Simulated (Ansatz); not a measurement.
# C₂H₈AlB: a ladder of functionals and wavefunction methods

An exercise on one series of results from a longer session: the logs are not shown, and one member is left open.

Program: Ansatz 0.2.0, Gaussian basis. Level of theory: functionals in def2-TZVPP, the program's frozen cores in correlated methods. These are calculated values, not measurements.

Plan: LDA (SPW92), PBE-D4, revPBE-D4, BLYP-D4, r2SCAN-D4, B97M-V, PBE0-D4, B3LYP-D4, r2SCANh-D4, r2SCAN0-D4, HSE06-D4, BHLYP-D4, CAM-B3LYP-D4, LC-ωPBE, ωB97X-V, ωB97M-V, B2PLYP, PBE-QIDH; CCSD(T)/def2-SVP; CCSD(T)/def2-TZVPP; MP2/def2-QZVPP; extrapolation to the limit; RPA on PBE.

## Structure used throughout

An earlier PBE0-D4 in a triple-zeta def2 set relaxation fixed the geometry.

SMILES `CB[CH2][AlH2]`, 12 atoms, charge 0, spin multiplicity 1.

Atoms are counted from 1 here; the program's logs count them from 0.

Bond lengths: C1–B2 1.566 Å, C1–H5 1.093 Å, C1–H6 1.096 Å, C1–H7 1.098 Å, B2–C3 1.524 Å, B2–H8 1.206 Å, C3–Al4 1.973 Å, C3–H9 1.097 Å, C3–H10 1.093 Å, Al4–H11 1.586 Å, Al4–H12 1.585 Å. Angles: B2–C1–H5 115.1°, B2–C1–H6 111.6°, B2–C1–H7 108.4°, H5–C1–H6 108.7°, H5–C1–H7 107.8°, H6–C1–H7 104.6°, C1–B2–C3 123.6°, C1–B2–H8 117.8°, C3–B2–H8 118.5°, B2–C3–Al4 105.1°, B2–C3–H9 115.0°, B2–C3–H10 116.0°, Al4–C3–H9 102.5°, Al4–C3–H10 103.6°, H9–C3–H10 112.5°, C3–Al4–H11 119.5°, C3–Al4–H12 120.0°, H11–Al4–H12 120.5°.

As a file:

```xyz
12
charge 0, multiplicity 1
C    -0.7916    1.5308   -0.4536
B    -0.1881    0.6127    0.6623
C     1.0301   -0.2780    0.4525
Al    0.3089   -1.9864   -0.2202
H    -0.2940    1.4683   -1.4244
H    -1.8624    1.3434   -0.5938
H    -0.7353    2.5732   -0.1131
H    -0.7612    0.5637    1.7224
H     1.6991    0.0339   -0.3586
H     1.5746   -0.5672    1.3556
H    -0.0462   -2.1313   -1.7591
H     0.1431   -3.2182    0.7641
```

The first run:

File in.yaml:

```yaml
crystal:
  periodic: [false, false, false]
  atoms:
    - {symbol: C, position_ang: [-0.791557, 1.530786, -0.453572]}
    - {symbol: B, position_ang: [-0.188107, 0.612694, 0.662286]}
    - {symbol: C, position_ang: [1.030079, -0.278039, 0.452487]}
    - {symbol: Al, position_ang: [0.308947, -1.986419, -0.220179]}
    - {symbol: H, position_ang: [-0.293979, 1.468270, -1.424438]}
    - {symbol: H, position_ang: [-1.862406, 1.343371, -0.593821]}
    - {symbol: H, position_ang: [-0.735343, 2.573202, -0.113121]}
    - {symbol: H, position_ang: [-0.761249, 0.563737, 1.722423]}
    - {symbol: H, position_ang: [1.699090, 0.033884, -0.358631]}
    - {symbol: H, position_ang: [1.574575, -0.567174, 1.355600]}
    - {symbol: H, position_ang: [-0.046179, -2.131318, -1.759115]}
    - {symbol: H, position_ang: [0.143130, -3.218196, 0.764080]}
basis:
  gaussian: {orbitals: def2-TZVPP}
hamiltonian: {xc: lda}
output: {orbitals: {seedname: orbitals}}
```

The run is started by

```console
ansatz run in.yaml --threads 2 --pin off --events-out ev --progress --plain --max-ram 4352MiB
```

Steps of the session up to this table: LDA; PBE-D4 (GGA); revPBE-D4 (GGA); BLYP-D4 (GGA); r2SCAN-D4 (meta-GGA); B97M-V (meta-GGA); B3LYP-D4 (hybrid); r2SCANh-D4 (hybrid); r2SCAN0-D4 (hybrid); HSE06-D4 (hybrid); BHLYP-D4 (hybrid); CAM-B3LYP-D4 (range-separated); LC-ωPBE (range-separated); ωB97X-V (range-separated); ωB97M-V (range-separated); B2PLYP (double hybrid); PBE-QIDH (double hybrid).

One of the session's tables, all rows but one given; the rest of the session is left out.

It belongs to the step «Frontier levels by functional». 

```
  functional  HOMO (eV)  LUMO (eV)  gap (eV)
 LDA (SPW92)      -7.00      -2.84      4.15
      PBE-D4      -6.88      -2.59      4.30
   revPBE-D4          ?          ?         ?
     BLYP-D4      -6.74      -2.46      4.28
   r2SCAN-D4      -7.13      -2.28      4.85
      B97M-V      -7.24      -2.46      4.78
     PBE0-D4      -8.07      -1.78      6.29
    B3LYP-D4      -7.85      -1.98      5.87
  r2SCANh-D4      -7.57      -2.01      5.57
  r2SCAN0-D4      -8.24      -1.61      6.63
    HSE06-D4      -7.67      -2.15      5.52
    BHLYP-D4      -9.14      -0.96      8.18
CAM-B3LYP-D4      -9.40      -0.82      8.58
     LC-ωPBE     -10.78       0.29     11.07
     ωB97X-V     -10.41       0.16     10.57
     ωB97M-V     -10.26      -0.12     10.14
```

Q: Estimate the row for revPBE-D4 from the others.

As computed: HOMO (eV): -6.84; LUMO (eV): -2.47; gap (eV): 4.37. In the column «HOMO (eV)» it lies between PBE-D4 (-6.88) and BLYP-D4 (-6.74).
